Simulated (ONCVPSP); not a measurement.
# Terbium: generating and testing an ONCV potential

Task: generate the file, and judge it by its errors in other configurations, its logarithmic derivatives, its ghosts and its cutoff.

The numbers are computed with ONCVPSP 4.0.1 (PBE, scalar-relativistic, spin-unpolarised reference atom).

## Step 1: Settings

Typed settings, in words:

```json
{"element": "terbium (Tb, Z = 65)", "type": "optimised norm-conserving Vanderbilt (ONCV)", "frozen core": "[Kr] 4d10 4f8", "valence charge": "11", "reference configuration": "5s2 5p6 (charge +3)", "partial waves": "5s: rc 1.90 bohr, ncon 4, nbas 7, qcut 7.5 1/bohr, 3 projectors, debl 0.6 Ha; 5p: rc 2.10 bohr, ncon 4, nbas 8, qcut 5.6 1/bohr, 2 projectors, debl 2.8 Ha; d scattering state at 0.03 Ha: rc 2.00 bohr, ncon 3, nbas 7, qcut 4.1 1/bohr, 3 projectors, debl 0.7 Ha", "local potential": "polynomial inside 1.65 bohr (lpopt 1, dvloc0 2 Ha)", "core correction": "not asked for"}
```

## Step 2: Generating the potential

The input, Tb.dat:

```
# ATOM AND REFERENCE CONFIGURATION
# atsym  z   nc   nv     iexc    psfile
  Tb 65.00   10    2        4      upf
#
#   n    l    f
    1    0    2.00
    2    0    2.00
    2    1    6.00
    3    0    2.00
    3    1    6.00
    3    2   10.00
    4    0    2.00
    4    1    6.00
    4    2   10.00
    4    3    8.00
    5    0    2.00
    5    1    6.00
#
# PSEUDOPOTENTIAL AND OPTIMIZATION
# lmax
    2
#
#   l,   rc,      ep,       ncon, nbas, qcut
    0    1.90    0.00    4    7    7.50
    1    2.10    0.00    4    8    5.60
    2    2.00    0.03    3    7    4.10
#
# LOCAL POTENTIAL
# lloc, lpopt,  rc(5),   dvloc0
    4    1    1.65    2.00
#
# VANDERBILT-KLEINMAN-BYLANDER PROJECTORs
# l, nproj, debl
    0    3    0.60
    1    2    2.80
    2    3    0.70
#
# MODEL CORE CHARGE
# icmod, fcfact, rcfact
    0    0.00    0.00
#
# LOG DERIVATIVE ANALYSIS
# epsh1, epsh2, depsh
   -4.00    5.00    0.02
#
# OUTPUT GRID
# rlmax, drl
    6.00    0.01
#
# TEST CONFIGURATIONS
# ncnf
    4
# nvcnf
#   n    l    f
    4
    5    0    2.00
    5    1    6.00
    5    2    1.00
    6    0    2.00
#
    4
    5    0    2.00
    5    1    6.00
    5    2    1.00
    6    0    1.00
#
    3
    5    0    2.00
    5    1    6.00
    5    2    1.00
#
    4
    5    0    2.00
    5    1    6.00
    5    2    1.00
    6    1    2.00
#
```

Command:

```console
$ oncvpsp.x < Tb.dat > Tb.out
```

Q: Predict the outcome of this session. Wanted: cutoffs for 1 and 0.1 mHa per electron, occupied waves; bound ghosts; GHOST(+) flags; largest test error; largest phase difference near zero energy, channels read; projector energies reset by the program.

**Answer**, as computed:

| quantity | value |
| --- | --- |
| cutoffs for 1 and 0.1 mHa per electron, occupied waves | 18 Ha and 21 Ha |
| bound ghosts | d at -516.08 eV, d at -6.60 eV |
| GHOST(+) flags | s at 687 eV |
| largest test error (AE − PS) | +139 meV, for 5s2 5p6 5d1 6p2 (1 test unsolved) |
| largest phase difference near zero energy, channels read | 3.142 rad |
| projector energies reset by the program | s: -2.811, 0.050, 0.650 Ha; d: 0.050, 0.750, 1.450 Ha |

What this shows: It has a bound ghost (d), a state that the atom doesn't have, and that rules the file out. The worst unpolarised test, 5s2 5p6 5d1 6p2, is off by 139 meV on 32.9 eV; by total energies transferability rates as poor. Of the tests 1 gave no usable energy difference, which is a warning in itself. By its cutoff, 18 Ha for the looser tolerance, it is soft on the atom at that tolerance. At the looser tolerance the 5s wave is the slowest; 5p needs 7 Ha. Near zero energy the largest phase difference among the channels read is 3.14 rad, in the d channel. A step near π is an extra or missing state, not a misfit of shape. The pseudo curves have a pole with no partner nearby in the atom's: d at -0.24 Ha. The program also flags highly localised states, GHOST(+) (s). Note that the frozen 4f shell (-34 eV) lies higher than the valence 5s shell (-76 eV). All of this concerns the isolated atom, not yet a solid.
